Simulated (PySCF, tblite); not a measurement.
**C8H9O radical: geometry, infrared bands and EPR parameters**

Wanted: the infrared bands and EPR parameters of C8H9O radical (`CCOc1[c]cccc1`), by calculation.

Computed with tblite 0.8.0 and PySCF 2.14.0, with density-fitted response routines of our own, on a single molecule in the gas phase. Atoms are numbered from 0 throughout.

## Step 1: The starting structure

18 atoms, charge 0, multiplicity 2; geometry from: force field or distance geometry start.

Bonds of the start (Å): C0–C1 1.53, C1–O2 1.42, O2–C3 1.39, C3–C4 1.39, C4–C5 1.40, C5–C6 1.40, C6–C7 1.40, C7–C8 1.40, C8–C3 1.38, C0–H9 1.10, C0–H10 1.09, C0–H11 1.09, C1–H12 1.11, C1–H13 1.09, C5–H14 1.08, C6–H15 1.08, C7–H16 1.09, C8–H17 1.08.

## Step 2: Relaxing the molecule with GFN2-xTB

The job: settings as JSON, then the geometry in Å.

```
{"job": {"kind": "relax", "xc": "GFN2-xTB", "basis": "xTB"}, "charge": 0, "multiplicity": 2}
C      2.739100    -1.287100     1.422100
C      1.408500    -1.228800     0.659900
O      1.012600     0.130200     0.596000
C     -0.178900     0.360600    -0.071600
C     -0.964600    -0.650000    -0.625000
C     -2.159700    -0.329100    -1.284600
C     -2.566200     1.004100    -1.368400
C     -1.779400     2.012000    -0.792600
C     -0.587900     1.679200    -0.146000
H      2.612500    -0.863900     2.431700
H      3.488200    -0.687700     0.908800
H      3.086400    -2.316400     1.512100
H      0.661800    -1.824100     1.222300
H      1.563700    -1.645800    -0.338700
H     -2.758900    -1.110500    -1.718500
H     -3.498100     1.254200    -1.858300
H     -2.102200     3.048200    -0.855900
H      0.014300     2.461300     0.295000
```

On the command line:

```
OMP_NUM_THREADS=1 python probes_run.py task.json out
```

This one command runs all jobs of the session in turn.

What it wrote:

```text
step      E/eV     max force
  0    -698.44981    2.114
  1    -698.55005    0.750
  2    -698.57208    0.327
  3    -698.58132    0.168
  4    -698.58338    0.109
  5    -698.58469    0.082
  6    -698.58554    0.066
  7    -698.58602    0.054
  8    -698.58629    0.034
  9    -698.58653    0.046
 10    -698.58677    0.057
 11    -698.58707    0.055
 12    -698.58740    0.046
 13    -698.58769    0.037
 14    -698.58790    0.036
 15    -698.58808    0.036
 16    -698.58827    0.030
 17    -698.58845    0.031
 18    -698.58858    0.028
 19    -698.58864    0.019
 20    -698.58868    0.019
 21    -698.58874    0.021
 22    -698.58882    0.026
 23    -698.58893    0.027
 24    -698.58906    0.029
 25    -698.58920    0.033
 26    -698.58935    0.035
 27    -698.58949    0.030
 28    -698.58959    0.021
 29    -698.58967    0.020
 30    -698.58975    0.025
 31    -698.58980    0.021
 32    -698.58984    0.014
 33    -698.58986    0.010
```

Run time: 0.21 s. Hardware: 1 thread of AMD EPYC 9B14, shared host.

The steps of the relaxation: (not every step is listed)

| step | energy from step 0 (eV) | largest force (eV/Å) |
| --- | --- | --- |
| 0 | 0.0000 | 2.1138 |
| 1 | -0.1002 | 0.7496 |
| 2 | -0.1223 | 0.3271 |
| 3 | -0.1315 | 0.1676 |
| 4 | -0.1336 | 0.1089 |
| 5 | -0.1349 | 0.0817 |
| 6 | -0.1357 | 0.0659 |
| 7 | -0.1362 | 0.0535 |
| 8 | -0.1365 | 0.0335 |
| 10 | -0.1370 | 0.0568 |
| 12 | -0.1376 | 0.0458 |
| 14 | -0.1381 | 0.0363 |
| 16 | -0.1385 | 0.0297 |
| 18 | -0.1388 | 0.0283 |
| 20 | -0.1389 | 0.0191 |
| 22 | -0.1390 | 0.0256 |
| 24 | -0.1393 | 0.0293 |
| 26 | -0.1395 | 0.0354 |
| 28 | -0.1398 | 0.0215 |
| 29 | -0.1399 | 0.0202 |
| 30 | -0.1399 | 0.0253 |
| 31 | -0.1400 | 0.0210 |
| 32 | -0.1400 | 0.0140 |
| 33 | -0.1401 | 0.0100 |

Close pairs (by a distance rule), those that changed most:

| bond | before (Å) | after (Å) | change (Å) |
| --- | --- | --- | --- |
| C4–C5 | 1.402 | 1.360 | -0.042 |
| O2–C3 | 1.385 | 1.353 | -0.032 |
| C3–C4 | 1.395 | 1.374 | -0.021 |
| C3–C8 | 1.383 | 1.402 | +0.020 |
| C6–C7 | 1.402 | 1.384 | -0.018 |
| C7–C8 | 1.396 | 1.380 | -0.016 |
| C0–C1 | 1.535 | 1.519 | -0.016 |
| C0–H9 | 1.102 | 1.087 | -0.015 |

The end geometry stands in the next job.

## Step 3: Infrared spectrum with GFN2-xTB

The job: settings as JSON, then the geometry in Å.

```
{"job": {"kind": "ir", "xc": "GFN2-xTB", "basis": "xTB"}, "charge": 0, "multiplicity": 2}
C      2.725237    -1.296269     1.419231
C      1.407577    -1.214161     0.668165
O      1.016554     0.146146     0.600172
C     -0.150352     0.381869    -0.043784
C     -0.946748    -0.581353    -0.613835
C     -2.118716    -0.335520    -1.258534
C     -2.553717     0.985598    -1.355539
C     -1.783539     1.990858    -0.796517
C     -0.599118     1.706509    -0.147680
H      2.606427    -0.893092     2.421497
H      3.484655    -0.717892     0.899730
H      3.049538    -2.330840     1.487397
H      0.627690    -1.793443     1.182914
H      1.511646    -1.616229    -0.349917
H     -2.702964    -1.135856    -1.687550
H     -3.480398     1.210461    -1.861857
H     -2.112310     3.017712    -0.867661
H      0.009777     2.481819     0.292110
```

What it wrote:

```text
mode    cm-1     km/mol
  1      40.1      0.02
  2      88.3      4.40
  3     129.5      1.47
  4     195.3      0.03
  5     227.5      1.79
  6     317.0      0.47
  7     376.1      1.55
  8     407.9      0.33
  9     488.1      0.97
 10     553.4      0.49
 11     585.6      1.23
 12     612.2      4.02
 13     753.5     37.45
 14     816.1     30.84
 15     823.1      7.56
 16     830.5      0.58
 17     882.4      0.61
 18     897.4      0.01
 19     926.6      0.99
 20     973.7     36.64
 21    1067.0      0.41
 22    1090.6     31.28
 23    1118.9     26.81
 24    1131.1     18.42
 25    1145.0     12.93
 26    1158.2      1.60
 27    1205.2     11.23
 28    1240.1      0.71
 29    1256.5    271.28
 30    1288.3     16.40
 31    1333.4      6.37
 32    1401.5     12.19
 33    1413.4     31.46
 34    1443.3    135.78
 35    1476.1      3.28
 36    1485.8      1.89
 37    1492.8      3.33
 38    1517.6      6.72
 39    1615.3     94.12
 40    2869.4     52.99
 41    2899.2     35.35
 42    3048.1     25.77
 43    3049.1     19.21
 44    3051.3     24.71
 45    3068.2      0.76
 46    3071.3     23.42
 47    3082.2     55.32
 48    3088.9     17.69
```

It took 0.62 s on 1 thread of AMD EPYC 9B14, shared host.

Which atoms move in the most intense modes:

| cm⁻¹ | km/mol | atoms |
| --- | --- | --- |
| 754 | 37.5 | H15 37 %, H14 21 %, H16 15 % |
| 974 | 36.6 | C4 27 %, C8 23 %, O2 16 % |
| 1256 | 271.3 | C3 35 %, O2 18 %, H16 12 % |
| 1443 | 135.8 | C7 27 %, C3 23 %, C4 11 % |
| 1615 | 94.1 | C4 32 %, C7 21 %, C3 13 %, C5 13 % |
| 2869 | 53.0 | H13 47 %, H12 44 % |
| 2899 | 35.4 | H12 49 %, H13 47 % |
| 3082 | 55.3 | H15 45 %, H17 33 %, H14 11 % |

## Step 4: g tensor and hyperfine couplings: B3LYP/pcH-1

Same as in step 3 but for these lines:

```diff
@@ -1,2 +1,2 @@
-{"job": {"kind": "ir", "xc": "GFN2-xTB", "basis": "xTB"}, "charge": 0, "multiplicity": 2}
+{"job": {"kind": "epr", "basis": "pcH-1"}, "charge": 0, "multiplicity": 2}
 C      2.725237    -1.296269     1.419231
```

With the program's defaults for keys left out, this is: UKS B3LYP, pcH-1 on C H O, non-relativistic, mean-field spin-orbit, GIAO.

What it wrote:

```text
UKS, coarse grid
  cycle   1  E = -385.34076272  |g| = 4.61e-01
  cycle   2  E = -385.26284542  |g| = 6.59e-01
  cycle   3  E = -385.42517168  |g| = 1.06e-01
  cycle   4  E = -385.42949397  |g| = 3.80e-02
  cycle   5  E = -385.43018851  |g| = 1.06e-02
  cycle   6  E = -385.43024115  |g| = 5.89e-03
  cycle   7  E = -385.43026502  |g| = 2.17e-03
  cycle   8  E = -385.43027001  |g| = 1.31e-03
  cycle   9  E = -385.43027325  |g| = 5.62e-04
UKS, final grid
  cycle   1  E = -385.43022028  |g| = 7.68e-04
  cycle   2  E = -385.43021971  |g| = 1.42e-03
  cycle   3  E = -385.43022084  |g| = 1.67e-04
  cycle   4  E = -385.43022092  |g| = 1.58e-04
  cycle   5  E = -385.43022097  |g| = 6.21e-05
  cycle   6  E = -385.43022098  |g| = 1.48e-05
E = -385.43022098 Eh   <S^2> = 0.7567 (exact 0.7500)
g shifts (ppm)      1          2          3
  rmc          -162       -162       -162
  gc             29          9         24
  oz_so        -475        -25        929
  total        -608       -178        791
hyperfine (MHz)  atom isotope    a_iso     a_fc   dipolar eigenvalues
    0   13C       1.20       1.20     -0.58     -0.44      1.02
    1   13C       5.18       5.18     -2.16     -0.43      2.60
    2   17O     -12.45     -12.45     -4.23      0.26      3.97
    3   13C      -7.42      -7.42    -15.06     -5.83     20.89
    4   13C     375.67     375.67    -78.66    -62.25    140.91
    5   13C       4.51       4.51    -13.07     -1.69     14.76
    6   13C      47.02      47.02     -6.38     -2.71      9.09
    7   13C      -4.56      -4.56     -5.79      2.05      3.74
    8   13C      29.77      29.77     -5.27     -1.94      7.21
    9    1H       1.26       1.26     -0.91     -0.68      1.59
   10    1H       1.27       1.27     -0.91     -0.68      1.59
   11    1H       1.70       1.70     -0.95     -0.83      1.78
   12    1H       4.21       4.21     -5.83     -2.76      8.59
   13    1H       4.20       4.20     -5.82     -2.76      8.58
   14    1H      66.11      66.11     -6.80     -5.61     12.42
   15    1H      12.53      12.53     -3.20     -2.20      5.40
   16    1H       4.86       4.86     -1.61      0.17      1.43
   17    1H      27.16      27.16     -2.90     -1.93      4.82
```

Wall time 75 s (1 thread of AMD EPYC 9B14, shared host); peak memory 1.1 GiB.

Principal g values 2.00171, 2.00214, 2.00311; g(iso) = 2.00232, against 2.00232 for a free electron.

Mean a(iso) over the nuclei that a row names, and the largest dipolar term of the row (other rows stand at the frozen geometry):

| nuclei | isotope | a(iso) (MHz) | a(iso) (G, at g = 2.0023) | largest dipolar term (MHz) |
| --- | --- | --- | --- | --- |
| C4 | 13C | 375.7 | 134.0 | 140.9 |
| H14 | 1H | 66.1 | 23.6 | 12.4 |
| C6 | 13C | 47.0 | 16.8 | 9.1 |
| C8 | 13C | 29.8 | 10.6 | 7.2 |
| H17 | 1H | 27.2 | 9.7 | 4.8 |
| H15 | 1H | 12.5 | 4.5 | 5.4 |
| O2 | 17O | -12.5 | -4.4 | -4.2 |
| C3 | 13C | -7.4 | -2.6 | 20.9 |
| C1 | 13C | 5.2 | 1.8 | 2.6 |
| H16 | 1H | 4.9 | 1.7 | -1.6 |
| C7 | 13C | -4.6 | -1.6 | -5.8 |
| C5 | 13C | 4.5 | 1.6 | 14.8 |
| H12, H13 | 1H | 4.2 | 1.5 | 8.6 |
| H9, H10, H11 | 1H | 1.4 | 0.5 | 1.8 |

Mulliken spin populations:

C0 0.00; C1 0.01; O2 0.00; C3 -0.06; C4 1.00; C5 -0.07; C6 0.06; C7 -0.04; C8 0.04; H9 0.00; H10 0.00; H11 0.00; H12 0.00; H13 0.00; H14 0.03; H15 0.01; H16 0.00; H17 0.01

In first order the couplings over 0.8 MHz of 1H give 160 distinct lines over 44.0 G, if the averaged nuclei exchange fast.

Orbitals, density, ELF and potential are computed afterwards from the orbital file.

ELF in a plane through or near 14 of the atoms.

Ten even steps from '0' (0.00) to '9' (1.00):
```
0000000000000000000000000000
0000000000000000000000000000
0000000000000000000000000000
0000000000000058710000000000
0000000000000199960078400000
0000000000000099960699930000
0000000100364048754899940000
0000013310687135657599600000
0000136640564659475551000000
0000353576687792214874551000
0004998293162368203149997000
0008999542350363766849998100
0005999004530682827635994000
0000674001110697656720120000
0000000000000463189980000000
0000000000000120189990000000
0000000000000000059960000000
0000000000000000000000000000
0000000000000000000000000000
0000000000000000000000000000
```
The map spans 13.4 Å across and 10.0 Å up, centred on the molecule. Atoms in the plane (x, y in Å): C0 (-3.3, 0.2), C1 (-1.9, -0.4), O2 (-1.0, 0.6), C3 (0.3, 0.3), C4 (0.8, -1.0), C5 (2.1, -1.4), C6 (3.0, -0.4), C7 (2.6, 1.0), C8 (1.3, 1.3), H11 (-4.1, -0.6), H14 (2.4, -2.4), H15 (4.1, -0.6), H16 (3.4, 1.8), H17 (0.9, 2.3).

On the surface of density 0.002 e/bohr³ the electrostatic potential runs, from the 1st to the 99th percentile, from -1.08 V near O2 to 0.85 V near H14.

The spin density lies nearest to C4 72 %.

## Step 5: Outcome

| quantity | value |
| --- | --- |
| strongest single infrared mode (GFN2-xTB) | 1256 cm⁻¹, 271 km/mol |
| zero-point energy (GFN2-xTB) | 90.1 kcal/mol |
| g(iso) (B3LYP) | 2.00232 |
| ⟨S²⟩ | 0.757 (exact 0.75) |
| largest a(iso) (averaged by class) | 13C on C4, 375.7 MHz |
| surface potential, 1st and 99th percentile | -1.08 V and 0.85 V |

In words: The optimisation took 33 steps and gained 0.140 eV; among the close pairs (by a distance rule), C4–C5 changed most, from 1.402 to 1.360 Å. No mode is imaginary among the 48: a minimum at this level. The strongest single mode, at 1256 cm⁻¹, is spread over many atoms; the largest shares are those of C3, O2. GFN2-xTB is a fitted tight-binding method: band positions and strengths are rough. Its intensities can rank the bands wrongly. C4 carries the largest spin population, 1.00 e. The isotropic g lies 0.0 ppt above the free-electron value.
